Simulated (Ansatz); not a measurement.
Task: a rigid scan of one bond length of AlH5SeSi, SMILES [AlH2][Se][SiH3], with the Python package of Ansatz (0.2.0). Give the script and its output. Use (for the species named): r2scan0, def2-SVP basis, multiplicity 1.

```xyz
8

Al   -0.5908    1.0003   -1.4064
Se    0.2950   -1.1618   -1.2414
Si    0.4764   -0.9107    1.0032
H    -2.1415    1.2650   -1.2759
H     0.3220    2.2980   -1.6411
H     1.0945   -2.1180    1.5877
H    -0.7884   -0.6786    1.6168
H     1.4250    0.2488    1.3013
```

The script, `scan.py`:
```python
'''Potential curve of AlH5SeSi along one bond.'''

import ansatz as az
import numpy as np


def main() -> None:
    molecule = (
        az.Crystal.molecule()
        .atom('Al', (-0.5908, 1.0003, -1.4064))
        .atom('Se', (0.295, -1.1618, -1.2414))
        .atom('Si', (0.4764, -0.9107, 1.0032))
        .atom('H', (-2.1415, 1.265, -1.2759))
        .atom('H', (0.322, 2.298, -1.6411))
        .atom('H', (1.0945, -2.118, 1.5877))
        .atom('H', (-0.7884, -0.6786, 1.6168))
        .atom('H', (1.425, 0.2488, 1.3013))
    )

    symbols = [site.symbol for site in molecule.cartesian_sites]
    start = np.array([site.position_ang for site in molecule.cartesian_sites])
    axis = (start[1] - start[2]) / np.linalg.norm(start[1] - start[2])
    moving = [0, 1, 3, 4]
    lengths, energies = [1.994, 2.085, 2.175, 2.266, 2.357, 2.447, 2.538, 2.674], []
    for length in lengths:
        xyz = start.copy()
        xyz[moving] += (length - np.linalg.norm(start[1] - start[2])) * axis
        point = az.Crystal.molecule()
        for symbol, place in zip(symbols, xyz):
            point = point.atom(symbol, place.tolist())
        base = point.calculation().basis(gaussian='def2-SVP').functional('r2scan0')
        summary = base.run().report
        energies.append(summary['free_energy_ev'])
        print(f'r = {length:6.3f} A  E = {energies[-1]:.5f} eV  <S^2> = {abs(summary["mean_field"]["state"]["spin_squared"]):.3f}')

    # quartic fit about the minimum
    fit = np.polynomial.Polynomial.fit(lengths, np.array(energies) - min(energies), 4).convert()
    roots = [r.real for r in fit.deriv().roots() if abs(r.imag) < 1e-9 and fit.deriv(2)(r.real) > 0]
    r_e = min(roots, key=lambda r: abs(r - lengths[int(np.argmin(energies))]))
    print(f'minimum of the fit at {r_e:.4f} A, force constant {fit.deriv(2)(r_e):.2f} eV/A^2')


if __name__ == '__main__':
    main()
```

```console
$ python scan.py
r =  1.994 A  E = -79891.08236 eV  <S^2> = 0.000
r =  2.085 A  E = -79891.57764 eV  <S^2> = 0.000
r =  2.175 A  E = -79891.82970 eV  <S^2> = 0.000
r =  2.266 A  E = -79891.91469 eV  <S^2> = 0.000
r =  2.357 A  E = -79891.87995 eV  <S^2> = 0.000
r =  2.447 A  E = -79891.76464 eV  <S^2> = 0.000
r =  2.538 A  E = -79891.59323 eV  <S^2> = 0.000
r =  2.674 A  E = -79891.27546 eV  <S^2> = 0.000
minimum of the fit at 2.2789 A, force constant 13.74 eV/A^2
```

What to keep in mind:
- Total energies depend on the basis set; only differences at equal settings carry meaning.
- The rest of the molecule is held rigid at a force-field or estimated start geometry, and the basis set is modest; single-reference methods fail as a bond breaks.
- The orbitals are restricted, so S² is zero by construction.
- It ran for 49 s on 1 thread of Arm Neoverse V2, with other jobs on the host, peak memory 0.28 GiB.
